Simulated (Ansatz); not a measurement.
**C2H6AlFOSi: a ladder of functionals and wavefunction methods**

An exercise on one series of results from a longer session: the logs are not shown, and one member is left open.

Method: functionals in def2-TZVPP, the program's frozen cores in correlated methods; program: Ansatz 0.2.0, Gaussian basis.

Plan: PBE-D4, r2SCAN-D4, PBE0-D4, B3LYP-D4, ωB97X-V, ωB97M-V, B2PLYP; CCSD(T)/def2-TZVPP; MP2/def2-QZVPP; extrapolation to the limit.

## The relaxed structure

All runs share one geometry, relaxed beforehand with PBE0-D4 in a triple-zeta def2 set.

12 atoms, charge 0, spin multiplicity 1.

Atoms are counted from 1 here; the program's logs count them from 0.

Bond lengths: C1–C2 1.314 Å, C1–H7 1.084 Å, C1–H8 1.083 Å, C2–F3 1.424 Å, C2–Si4 1.904 Å, Si4–O5 1.608 Å, Si4–H9 1.485 Å, Si4–H10 1.484 Å, O5–Al6 1.739 Å, Al6–H11 1.582 Å, Al6–H12 1.582 Å. Angles: C2–C1–H7 122.7°, C2–C1–H8 118.6°, H7–C1–H8 118.7°, C1–C2–F3 115.1°, C1–C2–Si4 136.4°, F3–C2–Si4 108.4°, C2–Si4–O5 101.4°, C2–Si4–H9 108.6°, C2–Si4–H10 108.5°, O5–Si4–H9 114.3°, O5–Si4–H10 114.5°, H9–Si4–H10 109.0°, Si4–O5–Al6 124.8°, O5–Al6–H11 116.4°, O5–Al6–H12 116.4°, H11–Al6–H12 123.4°.

Set-up of the first run:

Input file in.yaml:

```yaml
crystal:
  periodic: [false, false, false]
  atoms:
    - {symbol: C, position_ang: [0.102855, -1.820768, -1.239590]}
    - {symbol: C, position_ang: [0.038973, -0.758757, -0.468591]}
    - {symbol: F, position_ang: [-0.270315, 0.458722, -1.139808]}
    - {symbol: Si, position_ang: [0.264052, -0.383368, 1.384453]}
    - {symbol: O, position_ang: [0.052504, 1.210359, 1.412458]}
    - {symbol: Al, position_ang: [-0.313708, 2.187249, 0.021215]}
    - {symbol: H, position_ang: [-0.067689, -1.779856, -2.308816]}
    - {symbol: H, position_ang: [0.335199, -2.776549, -0.786915]}
    - {symbol: H, position_ang: [-0.751801, -1.148814, 2.149913]}
    - {symbol: H, position_ang: [1.618347, -0.832235, 1.793996]}
    - {symbol: H, position_ang: [-1.826880, 2.607634, -0.165650]}
    - {symbol: H, position_ang: [0.895263, 2.981285, -0.618567]}
basis:
  gaussian: {orbitals: def2-TZVPP}
hamiltonian: {xc: pbe, dispersion: d4}
output: {forces: true, orbitals: {seedname: orbitals}}
```

On the command line:

```console
$ ansatz run in.yaml --threads 4 --pin off --events-out ev --progress --plain --max-ram 10444MiB
```

Among the steps run: PBE-D4 (GGA); r2SCAN-D4 (meta-GGA); PBE0-D4 (hybrid); B3LYP-D4 (hybrid); ωB97X-V (range-separated); ωB97M-V (range-separated); B2PLYP (double hybrid); CCSD(T) in def2-TZVPP; MP2 in def2-QZVPP.

One table of the session follows, with a row left open; its other results are not shown here.

```
            method  atomisation energy (kJ/mol)
            PBE-D4                            ?
         r2SCAN-D4                       4474.1
           PBE0-D4                       4424.3
          B3LYP-D4                       4446.6
           ωB97X-V                       4474.6
           ωB97M-V                       4472.2
            B2PLYP                       4406.5
     HF/def2-TZVPP                       3283.9
    MP2/def2-TZVPP                       4431.9
   CCSD/def2-TZVPP                       4279.2
CCSD(T)/def2-TZVPP                       4346.4
           MP2/CBS                       4553.9
       CCSD(T)/CBS                       4468.4
```

Estimate the missing values for PBE-D4.

**Answer.** atomisation energy (kJ/mol): 4505.2. In the column «atomisation energy (kJ/mol)» it lies between ωB97X-V (4474.6) and MP2/CBS (4553.9).

Caveats from the session: Free atoms (2 C, 1 F, 1 Si, 1 O, 1 Al, 6 H) were run apart at each level; the atomisation energy is their sum less the molecule, without zero-point or spin-orbit terms.
